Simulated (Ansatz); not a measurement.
# Cl2F2H2Si2: a ladder of functionals and wavefunction methods

An exercise on one series of results from a longer session: the logs are not shown, and one member is left open.

The runs use Ansatz 0.2.0, Gaussian basis; functionals in def2-TZVPP, the program's frozen cores in correlated methods.

Levels to be run: PBE-D4, r2SCAN-D4, PBE0-D4, B3LYP-D4, ωB97X-V, ωB97M-V, B2PLYP; CCSD(T)/def2-TZVPP; MP2/def2-QZVPP; extrapolation to the limit.

**The geometry**

An earlier PBE0-D4 in a triple-zeta def2 set relaxation fixed the geometry.

8 atoms, charge 0, spin multiplicity 1.

Atoms are counted from 1 here; the program's logs count them from 0.

Bond lengths: F1–Si2 1.587 Å, Si2–F3 1.590 Å, Si2–Si4 2.349 Å, Si2–H7 1.480 Å, Si4–Cl5 2.049 Å, Si4–Cl6 2.043 Å, Si4–H8 1.480 Å. Angles: F1–Si2–F3 107.9°, F1–Si2–Si4 108.4°, F1–Si2–H7 108.2°, F3–Si2–Si4 109.0°, F3–Si2–H7 108.2°, Si4–Si2–H7 114.9°, Si2–Si4–Cl5 107.0°, Si2–Si4–Cl6 109.2°, Si2–Si4–H8 114.2°, Cl5–Si4–Cl6 110.3°, Cl5–Si4–H8 107.8°, Cl6–Si4–H8 108.2°.

Set-up of the first run:

in.yaml

```yaml
crystal:
  periodic: [false, false, false]
  atoms:
    - {symbol: F, position_ang: [-1.045655, 0.780450, -1.789732]}
    - {symbol: Si, position_ang: [-0.400852, -0.457439, -1.033599]}
    - {symbol: F, position_ang: [-1.548429, -1.529020, -0.785240]}
    - {symbol: Si, position_ang: [0.417355, 0.283016, 1.039527]}
    - {symbol: Cl, position_ang: [2.019210, 1.499750, 0.652075]}
    - {symbol: Cl, position_ang: [-1.049101, 1.326298, 2.006298]}
    - {symbol: H, position_ang: [0.613899, -1.065791, -1.922285]}
    - {symbol: H, position_ang: [0.878373, -0.802764, 1.932957]}
basis:
  gaussian: {orbitals: def2-TZVPP}
hamiltonian: {xc: pbe, dispersion: d4}
output: {forces: true, orbitals: {seedname: orbitals}}
```

Run with:

```bash
$ ansatz run in.yaml --threads 4 --pin off --events-out ev --progress --plain --max-ram 10444MiB
```

Steps of the session up to this table: PBE-D4 (GGA); r2SCAN-D4 (meta-GGA); PBE0-D4 (hybrid); B3LYP-D4 (hybrid); ωB97X-V (range-separated); ωB97M-V (range-separated); B2PLYP (double hybrid); CCSD(T) in def2-TZVPP; MP2 in def2-QZVPP.

One table of the session follows, with a row left open; its other results are not shown here.

| method | atomisation energy (kJ/mol) |
| --- | --- |
| PBE-D4 | 2867.2 |
| r2SCAN-D4 | 2861.1 |
| PBE0-D4 | 2818.8 |
| B3LYP-D4 | 2809.5 |
| ωB97X-V | 2867.1 |
| ωB97M-V | 2853.9 |
| B2PLYP | 2794.5 |
| HF/def2-TZVPP | 2135.9 |
| MP2/def2-TZVPP | ? |
| CCSD/def2-TZVPP | 2712.6 |
| CCSD(T)/def2-TZVPP | 2759.6 |
| MP2/CBS | 2966.6 |
| CCSD(T)/CBS | 2862.6 |

Estimate the missing values for MP2/def2-TZVPP.

The run gave: atomisation energy (kJ/mol): 2863.7. In the column «atomisation energy (kJ/mol)» it lies between CCSD(T)/CBS (2862.6) and ωB97X-V (2867.1).

To keep in mind: Free atoms (2 F, 2 Si, 2 Cl, 2 H) were run apart at each level; the atomisation energy is their sum less the molecule, without zero-point or spin-orbit terms.
